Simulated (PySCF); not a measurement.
# C5H7NO: the cost of one run

Computed with PySCF 2.14.0, with density-fitted response routines of our own, on a single molecule, in the gas phase or a continuum. Atoms are numbered from 0 throughout.

**1. The starting structure**

14 atoms, charge 0, multiplicity 1; geometry from: GFN2-xTB. The atoms were then displaced at random by about 0.01 Å, so the start is not that level's minimum.

Bonds of the start (Å): C0–C1 1.23, C1–C2 1.46, C2–O3 1.23, C2–N4 1.34, N4–C5 1.43, N4–C6 1.43, C0–H7 1.03, C5–H8 1.11, C5–H9 1.08, C5–H10 1.09, C6–H11 1.09, C6–H12 1.12, C6–H13 1.11.

**2. Relaxing the molecule at PBE0-D3(BJ)/def2-SVP**

What the job is given:

```
{"job": {"xc": "PBE0", "basis": "def2-SVP", "d3": "d3bj", "grid": 1, "shake": 0.01, "kind": "geom"}, "charge": 0, "multiplicity": 1}
C      3.017410    -0.562090    -0.083970
C      1.921520    -0.004280     0.000290
C      0.734930     0.837170     0.138580
O      0.898730     2.035550     0.353820
N     -0.437930     0.197480     0.022410
C     -0.588920    -1.199280    -0.220040
C     -1.647320     0.955900     0.166230
H      3.929150    -1.037190    -0.179330
H     -1.140780    -1.670710     0.618800
H     -1.142580    -1.366680    -1.136950
H      0.383700    -1.677220    -0.293460
H     -1.390540     1.999370     0.359010
H     -2.276820     0.898860    -0.760030
H     -2.267690     0.578040     1.006900
```

On the command line:

```sh
OMP_NUM_THREADS=1 python probes_run.py task.json out
```

The driver reads the jobs from task.json and runs them one after another.

**Question.** How long does this first job take on 1 thread of Arm Neoverse N1, shared host, and how much memory does it need?

About 1.7 min, with a peak of 0.51 GiB.
